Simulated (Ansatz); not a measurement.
# LiSnC: the cost of one run

Computed with Ansatz 0.2.0 (DFT PBE, scalar-relativistic, plane waves, PAW, unless a step's input says otherwise).

## 1. The structure to begin with

The structure is orthorhombic, space group Pnma (No. 62). The conventional cell has a = 5.898 Å, b = 3.603 Å, c = 6.057 Å, α = 90.00°, β = 90.00°, γ = 90.00°. Li (site symmetry m) has 6 Sn at 2.45 to 2.78 Å and 6 C at 2.45 to 2.78 Å and 2 Li at 2.71 Å as nearest neighbours. Sn (site symmetry m) is surrounded by 4 C at 2.11 Å. Around C (site symmetry m) lie 4 Sn at 2.11 Å and 6 Li at 2.45 to 2.78 Å.

Structure file:

```
Li Sn C
1.0
     5.89848    0.00000    0.00000
     0.00000    3.60323    0.00000
     0.00000    0.00000    6.05666
Li Sn C
4 4 4
Direct
  0.00000 0.75000 0.83330
  0.50000 0.25000 0.33330
  0.00000 0.25000 0.16670
  0.50000 0.75000 0.66670
  0.82107 0.75000 0.40954
  0.67893 0.25000 0.90954
  0.32107 0.75000 0.09046
  0.17893 0.25000 0.59046
  0.82107 0.25000 0.59046
  0.67893 0.75000 0.09046
  0.32107 0.25000 0.90954
  0.17893 0.75000 0.40954
```

Recipe of the guess: 4-connected net, two elements alternating, guests in its cages (Pnma, No. 62). Its size is a rough estimate.

## 2. The guess as it stands, on a coarse mesh

input.yaml reads:

```yaml
crystal:
  lattice:
    - [5.89848203, 0.0, 0.0]
    - [0.0, 3.60323264, 0.0]
    - [0.0, 0.0, 6.05665728]
  atoms:
    - { symbol: Li, position: [0.0, 0.75, 0.8333] }
    - { symbol: Li, position: [0.5, 0.25, 0.3333] }
    - { symbol: Li, position: [0.0, 0.25, 0.1667] }
    - { symbol: Li, position: [0.5, 0.75, 0.6667] }
    - { symbol: Sn, position: [0.82106782, 0.75, 0.409537] }
    - { symbol: Sn, position: [0.67893218, 0.25, 0.909537] }
    - { symbol: Sn, position: [0.32106782, 0.75, 0.090463] }
    - { symbol: Sn, position: [0.17893218, 0.25, 0.590463] }
    - { symbol: C, position: [0.82106782, 0.25, 0.590463] }
    - { symbol: C, position: [0.67893218, 0.75, 0.090463] }
    - { symbol: C, position: [0.32106782, 0.25, 0.909537] }
    - { symbol: C, position: [0.17893218, 0.75, 0.409537] }
basis:
  ecutwfc: 420
kpoints:
  mp_grid: { grid: [4, 6, 4] }
hamiltonian:
  xc: pbe
scf:
  occupations: { method: gaussian, width: 0.1 }
  lower_state_search: "off"
output:
  forces: true
  stress: true
  eigenvalues: true
```

Started as:

```console
ansatz run input.yaml --threads 1 --pin off --max-ram 2560MiB --backend cpu --events-out ev --progress --plain --runs-dir out
```

What time and memory should one allow on 1 thread of Arm Neoverse V2, shared host?

About 15 s, with a peak of 0.48 GiB.
